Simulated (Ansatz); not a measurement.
**SiAsH₃+ (doublet): wave-function methods side by side, cc-pVDZ**

How much of the correlation energy of SiAsH₃+ (doublet) does each wave-function method recover here?

Computed with Ansatz 0.2.0, Gaussian basis. Level: cc-pVDZ, core rule «outside noble gas», up to 19 orbitals frozen.

The runs, in order: UHF; CCSD(T) on ROHF; CCSD(T) on UHF; BCCD(T) on ROHF; CISD; CCSDT(Q) on ROHF; CCSDT(Q) on UHF.

23 further runs of the same task are left out: 2 for a known fault of the program, 13 that didn't finish, 8 set aside as unsound or not needed.

**1. The system**

The geometry is a PBE0/def2-TZVP stationary point (not a proven minimum) of the parent state, kept for this charge and spin. No spin-orbit coupling is included. The filled d shell of As may be among the frozen orbitals whatever the setting's name suggests; the logs give the count.

5 atoms, charge 1, spin multiplicity 2.

Atoms are counted from 1 here; the program's logs count them from 0.

Bond lengths: Si1–As2 2.357 Å, Si1–H3 1.488 Å, Si1–H4 1.488 Å, Si1–H5 1.488 Å. Angles: As2–Si1–H3 110.3°, As2–Si1–H4 110.3°, As2–Si1–H5 110.3°, H3–Si1–H4 108.7°, H3–Si1–H5 108.7°, H4–Si1–H5 108.7°.

**2. UHF**

in.yaml

```yaml
crystal:
  periodic: [false, false, false]
  atoms:
    - {symbol: Si, position_ang: [-1.650542, -0.011519, 0.004128]}
    - {symbol: As, position_ang: [0.706158, 0.004928, -0.001766]}
    - {symbol: H, position_ang: [-2.175948, 1.381149, 0.007507]}
    - {symbol: H, position_ang: [-2.158302, -0.715039, 1.213602]}
    - {symbol: H, position_ang: [-2.164376, -0.711463, -1.204855]}
basis:
  gaussian: {orbitals: cc-pVDZ}
total_charge: 1
magnetization: {spin_polarized: true, initial_magnetization: 1}
hamiltonian: {xc: hf}
output: {orbitals: {seedname: orbitals}}
```

On the command line:

```sh
$ ansatz run in.yaml --threads 1 --pin off --events-out ev --progress --plain --max-ram 2393MiB
```

After this run come: CCSD(T) on ROHF; CCSD(T) on UHF; BCCD(T) on ROHF; CISD; CCSDT(Q) on ROHF; CCSDT(Q) on UHF.

Q: Predict the results of all the runs planned. Wanted: UCCSDT(Q) below the RHF energy; RMP2 from UCCSDT(Q); UMP2 from UCCSDT(Q); RCCSD from UCCSDT(Q); RCCSD(T) from UCCSDT(Q); UCCSD(T) from UCCSDT(Q); RCCSDT(Q) from UCCSDT(Q); T1 diagnostic.

As calculated:

| quantity | value |
| --- | --- |
| UCCSDT(Q) below the RHF energy | -5.8436 eV |
| RMP2 from UCCSDT(Q) | +1379.0 meV |
| UMP2 from UCCSDT(Q) | +1382.6 meV |
| RCCSD from UCCSDT(Q) | +191.0 meV |
| RCCSD(T) from UCCSDT(Q) | +46.1 meV |
| UCCSD(T) from UCCSDT(Q) | +43.1 meV |
| RCCSDT(Q) from UCCSDT(Q) | +3.7 meV |
| levels within 1 kcal/mol (43 meV) | UCCSD(T), RCCSDT, UCCSDT, RCCSDT(Q) |
| T1 diagnostic | 0.024 |

**Reading.** RCCSD(T) lands +46.1 meV from the yardstick (0.8 % of the correlation energy). Coupled cluster took another determinant than the lowest Hartree-Fock one. These misses are within one basis, not against nature; the frozen cores of restricted and unrestricted runs differ, which can shift their rows.
